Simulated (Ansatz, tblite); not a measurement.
**The cluster Si₄Ge−: a ladder of methods and basis sets**

An exercise on one series of results from a longer session: the logs are not shown, and one member is left open.

Computed with Ansatz 0.2.0, Gaussian basis. Level: as each input shows.

The runs, in order: GFN2-xTB, PBE-D4/def2-TZVPD, r2SCAN-D4/def2-TZVPD, r2SCAN0-D4/def2-TZVPD, B3LYP-D4/def2-TZVPD, HF/def2-TZVPD, HF/STO-3G, CCSD(T)/def2-SVPD, MP2/def2-TZVPD.

2 further runs of the same task are left out: 2 set aside as unsound or not needed.

## The structure

The geometry is that of the doublet, from an earlier relaxation (B3LYP-D4/def2-SVPD). At that level it is the lowest of the isomers that a small search found.

5 atoms, charge -1, spin multiplicity 2.

Bond lengths: Si1–Si4 2.350 Å, Si1–Ge5 2.437 Å, Si2–Si4 2.350 Å, Si2–Ge5 2.437 Å, Si3–Si4 2.350 Å, Si3–Ge5 2.437 Å. Angles: Si4–Si1–Ge5 94.7°, Si4–Si2–Ge5 94.7°, Si4–Si3–Ge5 94.7°, Si1–Si4–Si2 73.3°, Si1–Si4–Si3 73.3°, Si2–Si4–Si3 73.3°, Si1–Ge5–Si2 70.3°, Si1–Ge5–Si3 70.3°, Si2–Ge5–Si3 70.3°.

The ion is computed in the gas phase, without counter-ions or solvent.

PBE0-D4/def2-TZVPD was run before; its log isn't repeated, and its numbers join the tables.

Set-up of the first run:

Tight binding, by tblite at 300 K electronic temperature and without a spin-polarisation term:

```python
tblite.interface.Calculator('GFN2-xTB', numbers, positions, charge=-1, uhf=1).singlepoint()
```

start.molden holds the orbitals of an earlier run on this state, given as this run's starting guess.

in.yaml reads:

```yaml
crystal:
  periodic: [false, false, false]
  atoms:
    - {symbol: Si, position_ang: [1.129843, -0.421869, -1.083002]}
    - {symbol: Si, position_ang: [0.020087, 1.482191, 0.655813]}
    - {symbol: Si, position_ang: [-1.189814, -1.035227, 0.374230]}
    - {symbol: Si, position_ang: [-0.971315, 0.611032, -1.288897]}
    - {symbol: Ge, position_ang: [1.011189, -0.636117, 1.341856]}
basis:
  gaussian: {orbitals: def2-TZVPD, initial_orbitals: start.molden}
total_charge: -1
magnetization: {spin_polarized: true, initial_magnetization: 1}
hamiltonian: {xc: pbe, dispersion: d4}
scf: {omitted_lower_state_checks: [starts]}
output: {forces: true, orbitals: {seedname: orbitals}}
```

Started as:

```sh
ansatz run in.yaml --threads 4 --pin off --events-out ev --progress --plain --max-ram 4787MiB
```

Among the steps run: PBE-D4/def2-TZVPD; r2SCAN-D4/def2-TZVPD; r2SCAN0-D4/def2-TZVPD; B3LYP-D4/def2-TZVPD; HF/def2-TZVPD; HF/STO-3G; CCSD(T)/def2-SVPD; MP2/def2-TZVPD.

One of the session's tables, all rows but one given; the rest of the session is left out.

It belongs to the step «Levels side by side». 

```
                level  LUMO (eV)  gap (eV)
            HF/STO-3G       9.39      6.88
        HF/def2-TZVPD          ?         ?
    PBE-D4/def2-TZVPD       0.05      0.77
 r2SCAN-D4/def2-TZVPD       0.18      1.19
  B3LYP-D4/def2-TZVPD       0.49      1.83
   PBE0-D4/def2-TZVPD       0.68      2.31
r2SCAN0-D4/def2-TZVPD       0.79      2.58
```

Q: Estimate the row for HF/def2-TZVPD from the others.

**Answer.** LUMO (eV): 3.37; gap (eV): 6.47. In the column «LUMO (eV)» it lies between r2SCAN0-D4/def2-TZVPD (0.79) and HF/STO-3G (9.39).

To keep in mind: The anion's highest level is positive in at least one run, so there the basis alone may hold the extra electron.
